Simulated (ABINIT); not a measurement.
A calculation with ABINIT 10.8.3 (patched build) of AlIn (native input, structure from a POSCAR):

run.abi

```
# Pseudopotentials
pp_dirpath "./"
pseudos "Al.GGA_PBE-JTH.xml, In.GGA_PBE-JTH.xml"

# Structure
structure "poscar:POSCAR"
natom 2

# Plane-wave basis
ecut 598.650497 eV
pawecutdg 44.0
pawxcdev 0

# k points
kptopt 1
ngkpt 10 10 5
nshiftk 1
shiftk 0.0 0.0 0.0

# Exchange and correlation
ixc 11

# Bands and occupations
nband 12
occopt 3
tsmear 0.05 eV

# SCF cycle
nstep 100
tolvrs 1.0e-9

# Output
iomode 3
prtwf 0
prtden 0
prteig 0
prtebands 0
```

POSCAR

```
AlIn
1.0
    3.0541300000      0.0000000000      0.0000000000
   -1.5270700000      2.6449600000      0.0000000000
    0.0000000000      0.0000000000      5.8280200000
Al In
1 1
Direct
    0.0000000000      0.0000000000      0.0000000000  Al
    0.0000000000      0.0000000000      0.5000000000  In
```

Potentials or basis: JTH PAW PBE v2.0.

The run is started by

```console
$ abinit run.abi > log 2>&1
```

The cell was built by a generator and needn't be a form met in nature.

Problem. Write the same calculation in another form: ASE script, Cartesian positions.

Solution. As run:

File run.py:

```python
import json, os
import numpy as np
from ase.units import GPa
from ase.calculators.abinit import Abinit, AbinitProfile
from ase.io import read

atoms = read('AlIn.xyz')

profile = AbinitProfile(command='abinit', pp_paths=[os.path.abspath('pseudos')])
params = dict(
    pps='pawxml', xc='PBE',
    ecut=598.6505,
    pawecutdg=1197.301,
    pawxcdev=0,
    kptopt=1,
    ngkpt=[10, 10, 5],
    nshiftk=1,
    shiftk=[0.0, 0.0, 0.0],
    ixc=11,
    nband=12,
    occopt=3,
    tsmear=0.05,
    nstep=100,
    tolvrs=1e-09,
    prtwf=0,
    prtden=0,
)

atoms.calc = Abinit(profile=profile, directory='run', **params)
energy = atoms.get_potential_energy()
forces = atoms.get_forces()
stress = atoms.get_stress()
print(f'energy {energy:.6f} eV')
print('forces (eV/A)')
print(np.round(forces, 5))
print('stress (GPa, Voigt, tension positive)', np.round(stress / GPa, 4))
json.dump(dict(energy=energy, forces=forces.tolist(), stress=stress.tolist(), cell=atoms.cell.tolist(), frac=atoms.get_scaled_positions(wrap=False).tolist()), open('results.json', 'w'))
```

The input AlIn.xyz:

```xyz
2
Lattice="3.0541300000 0.0000000000 0.0000000000 -1.5270700000 2.6449600000 0.0000000000 0.0000000000 0.0000000000 5.8280200000" Properties=species:S:1:pos:R:3 pbc="T T T"
Al     0.0000000000      0.0000000000      0.0000000000
In     0.0000000000      0.0000000000      2.9140100000
```

Potentials or basis: JTH PAW PBE v2.0.

Launch:

```sh
$ python run.py
```

Both were run:

|  | native input, structure from a POSCAR | ASE script, Cartesian positions |
| --- | --- | --- |
| Pressure | -0.2 GPa | -0.2 GPa |
| Band gap on the k mesh | none (metal or under the smearing width) | none (metal or under the smearing width) |
| Valence electrons inside the program's atomic spheres | Al 0.69; In 11.20 | Al 0.69; In 11.20 |

Keys that steer only the numerical path or the files written may differ.
